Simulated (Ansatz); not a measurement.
# SiClF2−: one structure at several levels

One table from this session's results is given with a row withheld; the runs are named, their logs left out.

The runs use Ansatz 0.2.0, Gaussian basis; single points in def2-TZVPPD.

Cores are frozen in the correlated methods.

### Where the work starts

4 atoms, charge -1, spin multiplicity 1.

Atoms are counted from 1 here; the program's logs count them from 0.

Bond lengths: F1–Si2 1.728 Å, Si2–F3 1.683 Å, Si2–Cl4 2.286 Å. Angles: F1–Si2–F3 97.6°, F1–Si2–Cl4 99.7°, F3–Si2–Cl4 97.6°.

Geometry (Å):

```xyz
4
ClF2Si
F     1.3147    0.1445    0.8797
Si    0.3325   -0.4800   -0.3973
F    -0.9027   -1.1076    0.5584
Cl   -0.7282    1.4394   -1.0421
```

Set-up of the first run:

File run/in.yaml:

```yaml
crystal:
  periodic: [false, false, false]
  atoms:
    - {symbol: F, position_ang: [1.314716, 0.144524, 0.879668]}
    - {symbol: Si, position_ang: [0.332545, -0.480003, -0.397264]}
    - {symbol: F, position_ang: [-0.902701, -1.107619, 0.558370]}
    - {symbol: Cl, position_ang: [-0.728209, 1.439410, -1.042064]}
basis:
  gaussian: {orbitals: "def2-TZVPPD.json"}
total_charge: -1
hamiltonian: {xc: pbe, dispersion: d4}
output: {forces: true}
```

The basis file named in the input lies beside it (Basis Set Exchange, JSON).

Run with:

```sh
> ansatz run in.yaml --threads 2 --pin off --events-out ev --progress --plain --max-ram 3481MiB
```

Steps of the session up to this table: PBE-D4/def2-TZVPPD; r2SCAN-D4/def2-TZVPPD; PBE0-D4/def2-TZVPPD; wB97M-V/def2-TZVPPD; CCSD(T)/def2-TZVPPD.

One of the session's tables, all rows but one given; the rest of the session is left out.

| method | RMS force component (eV/Å) | angle to CCSD(T) forces (°) |
| --- | --- | --- |
| PBE-D4 | 0.290 | 24.7 |
| r2SCAN-D4 | ? | ? |
| PBE0-D4 | 0.544 | 2.9 |
| wB97M-V | 0.487 | 4.1 |
| CCSD(T) | 0.554 | reference |

Estimate the missing values for r2SCAN-D4.

As computed: RMS force component (eV/Å): 0.526; angle to CCSD(T) forces (°): 1.4. In the column «RMS force component (eV/Å)» it lies between wB97M-V (0.487) and PBE0-D4 (0.544).
